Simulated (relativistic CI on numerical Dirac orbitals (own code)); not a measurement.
**Co²⁺: L2,3 absorption with charge transfer**

Wanted: the shape of the L2,3 absorption spectrum of Co²⁺ in a cubic metal-ligand cluster, for 5 values of Delta.

Method: charge-transfer multiplet model of a cubic metal-ligand cluster with up to 3 ligand holes, Slater and spin-orbit integrals from Dirac-Coulomb-Breit ions, Slater integrals scaled by 0.8. Code: relativistic CI on numerical Dirac orbitals (own code) version 3.

### 1 The system

```
ion                  : Co²⁺ (Co III)
nuclear charge       : 27
electrons            : 25
d electrons          : 7
ligand holes at most : 3
parameters           : in eV; Veg, Vt2g hoppings, tenDq and tenDqL metal and ligand splittings (negative tenDq: tetrahedral), red the scaling of hopping with a core hole
temperature          : 300 K
widths               : Lorentz 0.4 eV, Gauss 0.3 eV
```

### 2 Delta = 2.5 eV

Settings, as recorded:

```ini
cluster ion=Co2+ d7 ligand_holes=3 slater_scale=0.8
Delta=2.5 Udd=7 Upd=8.5 tenDq=-0.35 tenDqL=0 Veg=1.05 Vt2g=-1.78 red=1
spectrum xas L2,3 T=300 lorentz=0.4 gauss=0.3
```

The run is started by

```sh
$ python run_levels.py task.json out
```

The settings of every run stand in task.json; they run in order.

The program writes no log. Results of the run, from its result record (rounded, main fields):

```text
status: converged
curve, one point in 4 above 2 % of the maximum [energy, intensity] [eV from the first main peak; 1/eV]:
  - [-2.2, 0.007108]
  - [-1.8, 0.01052]
  - [-1.4, 0.01775]
  - [-1, 0.04031]
  - [-0.6, 0.1277]
  - [-0.2, 0.2632]
  - [0.2, 0.3194]
  - [0.6, 0.2282]
  - [1, 0.211]
  - [1.4, 0.1457]
  - [1.8, 0.0946]
  - [2.2, 0.06671]
  - [2.6, 0.04693]
  - [3, 0.03234]
  - [3.4, 0.02722]
  - [3.8, 0.01648]
  - [4.2, 0.01695]
  - [4.6, 0.01855]
  - [5, 0.01994]
  - [5.4, 0.0203]
  - [5.8, 0.01304]
  - [6.2, 0.009877]
  - [6.6, 0.006966]
  - [7, 0.008699]
  - [7.4, 0.009614]
  - [7.8, 0.01009]
  - [13.8, 0.009251]
  - [14.2, 0.02705]
  - [14.6, 0.05753]
  - [15, 0.1051]
  - [15.4, 0.1346]
  - [15.8, 0.09097]
  - [16.2, 0.04404]
  - [16.6, 0.03874]
  - [17, 0.02905]
  - [17.4, 0.01729]
  - [17.8, 0.009745]
weights: [0.727563, 0.259887, 0.0124426, 0.000107479]
n_d: 7.28509
n_eg: 3.98537
ground_S: 1.49895
ground_energy [eV]: -4.6048
cluster_levels [E_eV, degeneracy, S, weight_dn]:
  - [5.329e-15, 4, 1.499, 0.7276]
  - [0.6686, 4, 1.495, 0.7601]
  - [0.6813, 2, 1.498, 0.7597]
  - [0.708, 4, 1.498, 0.7589]
  - [0.7207, 2, 1.499, 0.7588]
  - [1.13, 2, 1.493, 0.7806]
  - [1.176, 4, 1.494, 0.7781]
  - [1.238, 2, 1.496, 0.7756]
  - [1.247, 4, 1.497, 0.7754]
  - [1.626, 4, 0.5101, 0.6142]
  - [1.693, 2, 0.5113, 0.6139]
  - [1.736, 4, 0.514, 0.6102]
  - [2.103, 2, 0.5194, 0.5775]
  - [2.11, 2, 0.5111, 0.6437]
  - [2.129, 4, 0.5138, 0.5903]
  - [2.338, 4, 1.48, 0.6713]
  - [2.342, 2, 1.487, 0.6719]
  - [2.347, 4, 1.29, 0.6615]
  - [2.404, 2, 1.396, 0.667]
  - [2.425, 4, 0.5329, 0.6313]
  - [2.443, 2, 0.5118, 0.6393]
  - [2.49, 4, 0.7989, 0.6261]
  - "... 2 more rows left out ..."
atomic [eV]: {"ground": {"F2dd": 9.23289, "F4dd": 5.73084, "zeta_d": 0.0631412}, "final": {"F2dd": 9.8687, "F4dd": 6.13186, "zeta_d": 0.0836727, "zeta_core": 9.66981, "F2cd": 5.8311, "G1cd": 4.36807, "G3cd": 2.48249}}
```

Run time: 1.9 s. Hardware: 1 thread of Intel Xeon 6975P-C, shared host; peak memory 0.21 GiB.

### 3 Delta = 0.5 eV

Settings, as recorded:

```ini
cluster ion=Co2+ d7 ligand_holes=3 slater_scale=0.8
Delta=0.5 Udd=7 Upd=8.5 tenDq=-0.35 tenDqL=0 Veg=1.05 Vt2g=-1.78 red=1
spectrum xas L2,3 T=300 lorentz=0.4 gauss=0.3
```

Main fields:

```text
status: converged
curve, one point in 6 above 2 % of the maximum [energy, intensity] [eV from the first main peak; 1/eV]:
  - [-2, 0.009052]
  - [-1.4, 0.01873]
  - [-0.8, 0.07131]
  - [-0.2, 0.3402]
  - [0.4, 0.2687]
  - [1, 0.1788]
  - [1.6, 0.08144]
  - [2.2, 0.04251]
  - [2.8, 0.03044]
  - [3.4, 0.02475]
  - [4, 0.02538]
  - [4.6, 0.02396]
  - [5.2, 0.01981]
  - [5.8, 0.01945]
  - [6.4, 0.009671]
  - [7, 0.01282]
  - [7.6, 0.01261]
  - [14, 0.01929]
  - [14.6, 0.08321]
  - [15.2, 0.1244]
  - [15.8, 0.07806]
  - [16.4, 0.03453]
  - [17, 0.01405]
  - [19.6, 0.008555]
  - [20.2, 0.009529]
weights: [0.568527, 0.400829, 0.0302733, 0.000369818]
n_d: 7.46249
n_eg: 3.98529
ground_S: 1.49885
ground_energy [eV]: -5.33971
cluster_levels [E_eV, degeneracy, S, weight_dn]:
  - [8.882e-16, 4, 1.499, 0.5685]
  - [0.742, 4, 1.49, 0.5946]
  - [0.7543, 2, 1.497, 0.5948]
  - [0.779, 4, 1.497, 0.5939]
  - [0.7914, 2, 1.499, 0.5937]
  - [1.236, 2, 1.459, 0.5946]
  - [1.271, 4, 1.427, 0.5821]
  - [1.329, 2, 1.485, 0.5878]
  - [1.33, 4, 0.7834, 0.454]
  - [1.34, 4, 1.351, 0.5574]
  - [1.398, 2, 0.5745, 0.4227]
  - [1.433, 4, 0.6062, 0.423]
  - [1.703, 2, 0.53, 0.3638]
  - [1.748, 4, 0.5156, 0.3673]
  - [1.886, 2, 0.5152, 0.4399]
  - [2.124, 4, 0.7664, 0.4189]
  - [2.162, 4, 0.6008, 0.4147]
  - [2.166, 4, 1.348, 0.4505]
  - [2.177, 2, 1.27, 0.4511]
  - [2.183, 2, 0.7328, 0.4107]
  - [2.191, 2, 0.8655, 0.4294]
  - [2.244, 4, 1.116, 0.4276]
  - "... 2 more rows left out ..."
atomic [eV]: {"ground": {"F2dd": 9.23289, "F4dd": 5.73084, "zeta_d": 0.0631412}, "final": {"F2dd": 9.8687, "F4dd": 6.13186, "zeta_d": 0.0836727, "zeta_core": 9.66981, "F2cd": 5.8311, "G1cd": 4.36807, "G3cd": 2.48249}}
```

Wall time 1.9 s (1 thread of Intel Xeon 6975P-C, shared host); peak memory 0.22 GiB.

### 4 Delta = 1.5 eV

Settings, as recorded:

```ini
cluster ion=Co2+ d7 ligand_holes=3 slater_scale=0.8
Delta=1.5 Udd=7 Upd=8.5 tenDq=-0.35 tenDqL=0 Veg=1.05 Vt2g=-1.78 red=1
spectrum xas L2,3 T=300 lorentz=0.4 gauss=0.3
```

Main fields:

```text
status: converged
curve, one point in 6 above 2 % of the maximum [energy, intensity] [eV from the first main peak; 1/eV]:
  - [-2.2, 0.007566]
  - [-1.6, 0.01449]
  - [-1, 0.045]
  - [-0.4, 0.2196]
  - [0.2, 0.3362]
  - [0.8, 0.2034]
  - [1.4, 0.1157]
  - [2, 0.06638]
  - [2.6, 0.03548]
  - [3.2, 0.02403]
  - [3.8, 0.02246]
  - [4.4, 0.0236]
  - [5, 0.02188]
  - [5.6, 0.01649]
  - [6.2, 0.00947]
  - [6.8, 0.01195]
  - [7.4, 0.01225]
  - [13.7, 0.009135]
  - [14.3, 0.04492]
  - [14.9, 0.1134]
  - [15.5, 0.1059]
  - [16.1, 0.05056]
  - [16.7, 0.02895]
  - [17.3, 0.01304]
  - [20.2, 0.00867]
weights: [0.655538, 0.324868, 0.0193965, 0.000198343]
n_d: 7.36426
n_eg: 3.98568
ground_S: 1.49892
ground_energy [eV]: -4.92788
cluster_levels [E_eV, degeneracy, S, weight_dn]:
  - [1.776e-15, 4, 1.499, 0.6555]
  - [0.706, 4, 1.494, 0.6873]
  - [0.7183, 2, 1.498, 0.6871]
  - [0.744, 4, 1.498, 0.6862]
  - [0.7566, 2, 1.499, 0.686]
  - [1.188, 2, 1.488, 0.7035]
  - [1.231, 4, 1.487, 0.6995]
  - [1.29, 2, 1.494, 0.6963]
  - [1.298, 4, 1.496, 0.6964]
  - [1.49, 4, 0.5149, 0.5191]
  - [1.557, 2, 0.5199, 0.5181]
  - [1.595, 4, 0.525, 0.5146]
  - [1.92, 2, 0.5163, 0.4684]
  - [1.958, 4, 0.5108, 0.4765]
  - [2.01, 2, 0.5124, 0.5461]
  - [2.259, 4, 1.078, 0.5478]
  - [2.267, 4, 1.466, 0.5712]
  - [2.274, 2, 1.486, 0.5738]
  - [2.31, 4, 0.5622, 0.5311]
  - [2.322, 2, 1.182, 0.5513]
  - [2.334, 2, 0.5217, 0.5346]
  - [2.375, 4, 1.021, 0.5361]
  - "... 2 more rows left out ..."
atomic [eV]: {"ground": {"F2dd": 9.23289, "F4dd": 5.73084, "zeta_d": 0.0631412}, "final": {"F2dd": 9.8687, "F4dd": 6.13186, "zeta_d": 0.0836727, "zeta_core": 9.66981, "F2cd": 5.8311, "G1cd": 4.36807, "G3cd": 2.48249}}
```

Run time: 1.7 s. Hardware: 1 thread of Intel Xeon 6975P-C, shared host; peak memory 0.22 GiB.

### 5 Delta = 3.5 eV

Settings, as recorded:

```ini
cluster ion=Co2+ d7 ligand_holes=3 slater_scale=0.8
Delta=3.5 Udd=7 Upd=8.5 tenDq=-0.35 tenDqL=0 Veg=1.05 Vt2g=-1.78 red=1
spectrum xas L2,3 T=300 lorentz=0.4 gauss=0.3
```

Main fields:

```text
status: converged
curve, one point in 6 above 2 % of the maximum [energy, intensity] [eV from the first main peak; 1/eV]:
  - [-2.3, 0.006661]
  - [-1.7, 0.01226]
  - [-1.1, 0.03533]
  - [-0.5, 0.1618]
  - [0.1, 0.3022]
  - [0.7, 0.2176]
  - [1.3, 0.1805]
  - [1.9, 0.09221]
  - [2.5, 0.05533]
  - [3.1, 0.03599]
  - [3.7, 0.02504]
  - [4.3, 0.01053]
  - [4.9, 0.01328]
  - [5.5, 0.01496]
  - [6.1, 0.01233]
  - [6.7, 0.006581]
  - [7.9, 0.008855]
  - [13.8, 0.009348]
  - [14.4, 0.04309]
  - [15, 0.09909]
  - [15.6, 0.1251]
  - [16.2, 0.04224]
  - [16.8, 0.03538]
  - [17.4, 0.01974]
  - [18, 0.01059]
weights: [0.784265, 0.207589, 0.00808594, 5.95445e-05]
n_d: 7.22394
n_eg: 3.98455
ground_S: 1.49897
ground_energy [eV]: -4.35167
cluster_levels [E_eV, degeneracy, S, weight_dn]:
  - [5.329e-15, 4, 1.499, 0.7843]
  - [0.6336, 4, 1.496, 0.8147]
  - [0.6467, 2, 1.498, 0.8143]
  - [0.6743, 4, 1.498, 0.8136]
  - [0.687, 2, 1.499, 0.8135]
  - [1.073, 2, 1.495, 0.8351]
  - [1.121, 4, 1.496, 0.8334]
  - [1.185, 2, 1.497, 0.8317]
  - [1.195, 4, 1.498, 0.8313]
  - [1.733, 4, 0.5081, 0.696]
  - [1.8, 2, 0.5085, 0.6965]
  - [1.847, 4, 0.5111, 0.6932]
  - [2.182, 2, 0.5105, 0.7247]
  - [2.239, 2, 0.5393, 0.6774]
  - [2.25, 4, 0.5245, 0.6934]
  - [2.382, 4, 1.479, 0.7504]
  - [2.387, 2, 1.477, 0.75]
  - [2.399, 4, 1.373, 0.7461]
  - [2.451, 2, 1.445, 0.7492]
  - [2.514, 4, 0.5237, 0.7091]
  - [2.521, 2, 0.5107, 0.7205]
  - [2.583, 4, 0.6852, 0.7073]
  - "... 2 more rows left out ..."
atomic [eV]: {"ground": {"F2dd": 9.23289, "F4dd": 5.73084, "zeta_d": 0.0631412}, "final": {"F2dd": 9.8687, "F4dd": 6.13186, "zeta_d": 0.0836727, "zeta_core": 9.66981, "F2cd": 5.8311, "G1cd": 4.36807, "G3cd": 2.48249}}
```

Run time: 1.8 s. Hardware: 1 thread of Intel Xeon 6975P-C, shared host; peak memory 0.22 GiB.

### 6 Delta = 4.5 eV

Settings, as recorded:

```ini
cluster ion=Co2+ d7 ligand_holes=3 slater_scale=0.8
Delta=4.5 Udd=7 Upd=8.5 tenDq=-0.35 tenDqL=0 Veg=1.05 Vt2g=-1.78 red=1
spectrum xas L2,3 T=300 lorentz=0.4 gauss=0.3
```

Main fields:

```text
status: converged
curve, one point in 6 above 2 % of the maximum [energy, intensity] [eV from the first main peak; 1/eV]:
  - [-2.4, 0.006104]
  - [-1.8, 0.01087]
  - [-1.2, 0.02862]
  - [-0.6, 0.1385]
  - [0, 0.2909]
  - [0.6, 0.2316]
  - [1.2, 0.2086]
  - [1.8, 0.1091]
  - [2.4, 0.06971]
  - [3, 0.04407]
  - [3.6, 0.03222]
  - [4.2, 0.01626]
  - [4.8, 0.006539]
  - [5.4, 0.00816]
  - [6, 0.01047]
  - [6.6, 0.01055]
  - [8.4, 0.006836]
  - [13.9, 0.0112]
  - [14.5, 0.04469]
  - [15.1, 0.09997]
  - [15.7, 0.1205]
  - [16.3, 0.03424]
  - [16.9, 0.03218]
  - [17.5, 0.02114]
  - [18.1, 0.01392]
weights: [0.827773, 0.166832, 0.00536191, 3.39646e-05]
n_d: 7.17766
n_eg: 3.98344
ground_S: 1.49898
ground_energy [eV]: -4.15196
cluster_levels [E_eV, degeneracy, S, weight_dn]:
  - [4.441e-15, 4, 1.499, 0.8278]
  - [0.6023, 4, 1.497, 0.8549]
  - [0.616, 2, 1.499, 0.8545]
  - [0.6442, 4, 1.498, 0.8539]
  - [0.6569, 2, 1.499, 0.8539]
  - [1.022, 2, 1.496, 0.8734]
  - [1.071, 4, 1.497, 0.8722]
  - [1.137, 2, 1.498, 0.8711]
  - [1.146, 4, 1.498, 0.8707]
  - [1.815, 4, 0.5072, 0.7614]
  - [1.88, 2, 0.5073, 0.7626]
  - [1.93, 4, 0.5103, 0.7598]
  - [2.233, 2, 0.5104, 0.7873]
  - [2.324, 4, 0.5466, 0.7742]
  - [2.33, 2, 0.6051, 0.7602]
  - [2.407, 4, 1.469, 0.8094]
  - [2.413, 2, 1.44, 0.8074]
  - [2.427, 4, 1.408, 0.8073]
  - [2.477, 2, 1.461, 0.809]
  - [2.578, 2, 0.5111, 0.7796]
  - [2.583, 4, 0.5226, 0.7689]
  - [2.65, 4, 0.6291, 0.7726]
  - "... 2 more rows left out ..."
atomic [eV]: {"ground": {"F2dd": 9.23289, "F4dd": 5.73084, "zeta_d": 0.0631412}, "final": {"F2dd": 9.8687, "F4dd": 6.13186, "zeta_d": 0.0836727, "zeta_core": 9.66981, "F2cd": 5.8311, "G1cd": 4.36807, "G3cd": 2.48249}}
```

It took 1.8 s on 1 thread of Intel Xeon 6975P-C, shared host; peak memory 0.22 GiB.

### 7 Comparison

| run | d count | weight without ligand hole | ground S | up to four highest peaks (% of the highest), eV from the first main peak |
| --- | --- | --- | --- | --- |
| Delta = 2.5 eV | 7.29 | 0.73 | 1.50 | 0.0 (100), 1.0 (63), 15.4 (40), 16.6 (12) |
| Delta = 0.5 eV | 7.46 | 0.57 | 1.50 | 0.0 (100), 3.7 (6), 15.0 (32) |
| Delta = 1.5 eV | 7.36 | 0.66 | 1.50 | 0.0 (100), 0.9 (55), 4.7 (7), 15.2 (35) |
| Delta = 3.5 eV | 7.22 | 0.78 | 1.50 | 0.0 (100), 0.9 (70), 15.4 (44), 16.9 (11) |
| Delta = 4.5 eV | 7.18 | 0.83 | 1.50 | 0.0 (100), 0.9 (77), 15.5 (48), 17.1 (12) |

### 8 Results

| quantity | value |
| --- | --- |
| d count | 7.18 to 7.46 |
| ground spin (effective S from ⟨S²⟩) | 1.50 |

From Delta = 0.5 eV to Delta = 4.5 eV the ground-state d count goes from 7.46 to 7.18. In the first run d7 holds 73 % of the ground state. The cluster parameters are drawn, not fitted to a compound.
